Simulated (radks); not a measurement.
**Valence configurations of Dy**

The task here is to estimate one member of a computed series from the others.

Program: radks (a radial shooting solver on a logarithmic mesh, Libxc functionals) version 1. Level of theory: scalar-relativistic Kohn-Sham, r2SCAN, spin-unpolarised, spherical densities, finite nucleus. These are calculated values, not measurements, unless marked.

1 further run of the same task is left out (it didn't finish).

**The system**

- element: dysprosium (Z = 66)
- charge: 0
- electrons: 66
- configuration: [Xe] 4f10 6s2
- nuclear rms radius: 5.2218 fm
- others tried: 4f9 5d1 6s2; 4f9.5 5d0.5 6s2; 4f9 6s2 6p1; 4f10 6s1.5 6p0.5; 4f9.5 6s2 6p0.5; 4f10 6s1 6p1; 4f9 5d1 6s1.5 6p0.5; 4f8.5 5d1.5 6s2

The outer shells:

Dy
```
[Xe] core
4f [↑↓][↑↓][↑↓][↑ ][↑ ][↑ ][↑ ]
6s [↑↓]
```

The first run:

Input:

```text
Z 66
configuration [Xe] 4f10 6s2
relativity scalar-relativistic
functional r2scan,r2scan
spin unpolarised
nucleus finite rms 5.2218 fm
c 137.035999084
```

Among the steps run: [Xe] 4f10 6s2.

One of the session's tables, all rows but one given; the rest of the session is left out.

It belongs to the step «[Xe] 4f10 6s2». Sizes of the orbitals, from the radial functions (bohr):

```
level     <r>  outermost maximum (interpolated)  90 % within  nodes
   3d       ?                                 ?            ?      ?
   4s  0.5302                             0.494        0.761      3
   4p  0.5616                             0.516        0.816      2
   4d  0.6101                             0.535        0.917      1
   5s   1.305                              1.16         1.89      4
   5p   1.542                              1.32         2.27      3
   6s   4.176                              3.53         6.18      5
   4f  0.8788                             0.540         1.54      0
```

**Question.** Estimate the row for 3d.

The run gave: <r>: 0.2121; outermost maximum (interpolated): 0.173; 90 % within: 0.330; nodes: 0. In the column «<r>» it is the lowest.
